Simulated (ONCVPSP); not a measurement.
**An ONCV potential for In, from input to tests**

Aim: build the potential from the settings below, then test how well it stands in for the atom: other configurations, scattering, ghost states and the plane-wave cutoff that it needs.

The numbers are computed with ONCVPSP 4.0.1 (PBE, scalar-relativistic, spin-unpolarised reference atom).

### 1 The atom and the settings

Typed settings, in words:

```
element                 : indium (In, Z = 49)
type                    : optimised norm-conserving Vanderbilt (ONCV)
frozen core             : [Kr] 4d10
valence charge          : 3
reference configuration : 5s1 5p2
partial waves           : 5s: rc 1.80 bohr, ncon 5, nbas 8, qcut 3.6 1/bohr, 2 projectors, debl 2.3 Ha; 5p: rc 2.85 bohr, ncon 5, nbas 8, qcut 2.9 1/bohr, 2 projectors, debl 3.3 Ha; d scattering state at 0.16 Ha: rc 3.05 bohr, ncon 4, nbas 7, qcut 3.2 1/bohr, 2 projectors, debl 2.9 Ha
local potential         : polynomial inside 1.75 bohr (lpopt 2, dvloc0 -1 Ha)
core correction         : polynomial model core, fcfact 0.15
```

The nodes and maxima of the atom's own shells, from an earlier all-electron run, set the scale for the radii.

All-electron outer shells of the reference configuration (PBE, scalar-relativistic, ld1.x):

```json
{"shell": "4p", "level (eV)": "-79.81", "outermost node (bohr)": "0.42", "outermost maximum (bohr)": "0.82"}
{"shell": "4d", "level (eV)": "-20.24", "outermost node (bohr)": "0.40", "outermost maximum (bohr)": "0.94"}
{"shell": "5s", "level (eV)": "-9.20", "outermost node (bohr)": "1.02", "outermost maximum (bohr)": "2.13"}
{"shell": "5p", "level (eV)": "-3.22", "outermost node (bohr)": "1.14", "outermost maximum (bohr)": "2.78"}
```

### 2 Generating the potential

Contents of In.dat:

```
# ATOM AND REFERENCE CONFIGURATION
# atsym  z   nc   nv     iexc    psfile
  In 49.00    9    2        4      upf
#
#   n    l    f
    1    0    2.00
    2    0    2.00
    2    1    6.00
    3    0    2.00
    3    1    6.00
    3    2   10.00
    4    0    2.00
    4    1    6.00
    4    2   10.00
    5    0    1.00
    5    1    2.00
#
# PSEUDOPOTENTIAL AND OPTIMIZATION
# lmax
    2
#
#   l,   rc,      ep,       ncon, nbas, qcut
    0    1.80    0.00    5    8    3.60
    1    2.85    0.00    5    8    2.90
    2    3.05    0.16    4    7    3.20
#
# LOCAL POTENTIAL
# lloc, lpopt,  rc(5),   dvloc0
    4    2    1.75   -1.00
#
# VANDERBILT-KLEINMAN-BYLANDER PROJECTORs
# l, nproj, debl
    0    2    2.30
    1    2    3.30
    2    2    2.90
#
# MODEL CORE CHARGE
# icmod, fcfact, rcfact
    1    0.15    0.00
#
# LOG DERIVATIVE ANALYSIS
# epsh1, epsh2, depsh
   -2.00    5.00    0.02
#
# OUTPUT GRID
# rlmax, drl
    6.00    0.01
#
# TEST CONFIGURATIONS
# ncnf
    4
# nvcnf
#   n    l    f
    2
    5    0    2.00
    5    1    1.00
#
    2
    5    0    2.00
    5    1    0.00
#
    2
    5    0    1.00
    5    1    0.00
#
    2
    5    0    1.00
    5    1    1.00
#
```

On the command line:

```console
$ oncvpsp.x < In.dat > In.out
```

Before running it: what results should come out? Wanted: cutoffs for 1 and 0.1 mHa per electron, occupied waves; bound ghosts; GHOST(+) flags; largest test error; largest phase difference near zero energy, channels read; rms error of d²Exc/dn², without and with the model core.

As calculated:

| quantity | value |
| --- | --- |
| cutoffs for 1 and 0.1 mHa per electron, occupied waves | 45 Ha and 53 Ha |
| bound ghosts | s at -160.84 eV |
| GHOST(+) flags | p at 128 eV |
| largest test error (AE − PS) | -80 meV, for 5s1 5p0 |
| largest phase difference near zero energy, channels read | 0.031 rad |
| rms error of d²Exc/dn², without and with the model core | 11.23 and 1.55 mHa |

It has a bound ghost (s), a state that the atom doesn't have, and that rules the file out. By total energies transferability is fair: the largest error is 80 meV on 18.8 eV, for 5s1 5p0. It counts as hard, with 45 Ha needed at the looser tolerance. At the looser tolerance the 5s wave is the slowest; 5p needs 4 Ha. Near zero energy the largest phase difference among the channels read is 0.03 rad, in the d channel. The program also flags highly localised states, GHOST(+) (p). All of this concerns the isolated atom, not yet a solid.
